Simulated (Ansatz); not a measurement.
# H₆OSSi₂ (built from SMILES O[SiH]([SiH3])S): search for a transition state

Wanted: the transition state of a 1,2-elimination (form S2–H4 and break Si1–S2, O3–H4). The guess is relaxed with those distances held, a saddle search follows, and vibrations and two downhill relaxations check it.

Method: PBE0-D4, def2-SVP first, then def2-TZVP; program: Ansatz 0.2.0, Gaussian basis.

114 further runs of the same task are left out: 114 set aside as unsound or not needed.

## (1) Where the work starts

The guess: 10 atoms, charge 0, spin multiplicity 1.

Atoms are counted from 1 here; the program's logs count them from 0.

Bond lengths: Si1–O3 1.567 Å, Si1–H5 1.466 Å, Si1–Si6 2.302 Å, S2–H4 1.620 Å, S2–H7 1.326 Å, Si6–H8 1.466 Å, Si6–H9 1.465 Å, Si6–H10 1.468 Å. Angles: O3–Si1–H5 116.5°, O3–Si1–Si6 120.7°, H5–Si1–Si6 119.9°, H4–S2–H7 92.0°, Si1–Si6–H8 111.5°, Si1–Si6–H9 113.2°, Si1–Si6–H10 107.9°, H8–Si6–H9 107.6°, H8–Si6–H10 108.1°, H9–Si6–H10 108.4°.

Coordinates:

```xyz
10
H6OSSi2
Si   -0.0681    0.7567    0.0669
S     1.1813   -0.0430   -1.9228
O    -1.0431    1.1933   -1.0793
H    -0.2602    0.6944   -1.9755
H     0.8906    1.7640    0.5303
Si   -0.5464   -1.0673    1.3874
H     1.8238    1.0978   -2.1301
H     0.6720   -1.6630    1.9440
H    -1.2694   -2.1234    0.6743
H    -1.3805   -0.6095    2.5047
```

Distances that are to change: S2–H4 1.62 Å, Si1–S2 2.48 Å, O3–H4 1.29 Å.

## (2) Relaxing the guess with the reacting distances held

hold/in.yaml reads:

```yaml
crystal:
  periodic: [false, false, false]
  atoms:
    - {symbol: Si, position_ang: [-0.068100, 0.756700, 0.066900]}
    - {symbol: S, position_ang: [1.181300, -0.043000, -1.922800]}
    - {symbol: O, position_ang: [-1.043100, 1.193300, -1.079300]}
    - {symbol: H, position_ang: [-0.260200, 0.694400, -1.975500]}
    - {symbol: H, position_ang: [0.890600, 1.764000, 0.530300]}
    - {symbol: Si, position_ang: [-0.546400, -1.067300, 1.387400]}
    - {symbol: H, position_ang: [1.823800, 1.097800, -2.130100]}
    - {symbol: H, position_ang: [0.672000, -1.663000, 1.944000]}
    - {symbol: H, position_ang: [-1.269400, -2.123400, 0.674300]}
    - {symbol: H, position_ang: [-1.380500, -0.609500, 2.504700]}
basis:
  gaussian: {orbitals: def2-SVP}
hamiltonian: {xc: pbe0, dispersion: d4}
relax: {f_tol: 0.04, max_steps: 150, escape_saddle: false, constraints: [{distance: [1, 3]}, {distance: [0, 1]}, {distance: [2, 3]}]}
```

Run with:

```console
> ansatz run in.yaml --threads 4 --pin off --events-out ev --progress --plain --max-ram 9574MiB
```

After this run come: Force constants to start from; Saddle search in the small basis; Saddle search in triple zeta; Checking the order of the point; Relaxing after a step of 0.30 Å one way along the mode; Relaxing after a step of 0.30 Å the other way along the mode.

Q: Predict the outcome of this session. Wanted: imaginary mode; barrier from the start side; barrier from the end side; energy of the step; pairs that change; zero-point energy at the saddle.

**Answer**, as computed:

```
                       quantity                                        value
                 imaginary mode                                    529i cm⁻¹
    barrier from the start side                                51.5 kcal/mol
      barrier from the end side                                 2.8 kcal/mol
             energy of the step                               +48.7 kcal/mol
              pairs that change  S2–H4 formed, Si1–S2 loosened, O3–H4 broken
zero-point energy at the saddle                                     1.439 eV
```

What this shows: One imaginary mode, 529i cm⁻¹, makes this a first-order saddle. It joins the planned start and end. A bond meant to break is only loosened at the end: the products stay bound as an adduct. At PBE0-D4/def2-TZVP the electronic barrier is 51.5 kcal/mol, about 87 kT at 298 K, and the step runs 48.7 kcal/mol uphill. A step off the saddle overshot and began above it in energy, so the link to its end is likely but not proven. Lower complexes than these ends may exist.
